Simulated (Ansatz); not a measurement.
# Os (Osmium): the cost of one run

Computed with Ansatz 0.2.0 (DFT PBE, with the methods named in each step, unless a step's input says otherwise).

### 1 The system as given

Symmetry: P6_3/mmc, No. 194, hexagonal system. The conventional cell has a = 2.734 Å, b = 2.734 Å, c = 4.320 Å, α = 90.00°, β = 90.00°, γ = 120.00°. Os (site symmetry -6m2) has 12 Os at 2.68 to 2.73 Å as nearest neighbours.

Structure file:

```
Os
1.0
     2.73410    0.00000    0.00000
    -1.36705    2.36780    0.00000
     0.00000    0.00000    4.31970
Os
2
Direct
  0.33333 0.66667 0.25000
  0.66667 0.33333 0.75000
```

Atoms are numbered in the order of the input: Os1, Os2.

### 2 Free moments, LAPW

File input.yaml:

```yaml
crystal:
  lattice:
    - [2.7341, 0.0, 0.0]
    - [-1.36705, 2.3678000565, 0.0]
    - [0.0, 0.0, 4.3197]
  atoms:
    - { symbol: Os, position: [0.3333333333, 0.6666666667, 0.25], spin: 1.0 }
    - { symbol: Os, position: [0.6666666667, 0.3333333333, 0.75], spin: 1.0 }
magnetization:
  spin_polarized: true
kpoints:
  mp_grid: { grid: [16, 16, 9] }
scf:
  occupations: { method: fermi_dirac, width: 0.08 }
  lower_state_search: "off"
hamiltonian:
  xc: pbe
  pseudopotentials: { kind: all_electron, lapw: { basis_error: 0.001 } }
output:
  forces: true
  stress: true
  eigenvalues: false
  populations: true
  dos: { projected: true, de: 0.1, e_range: [-8, 5] }
```

Started as:

```console
$ ansatz run input.yaml --threads 1 --pin off --max-ram 3072MiB --backend cpu --events-out ev --progress --plain --runs-dir out
```

What time and memory should one allow on 1 thread of AMD EPYC 9R45 (Zen 5), shared host?

About 56 s, with a peak of 1.2 GiB.
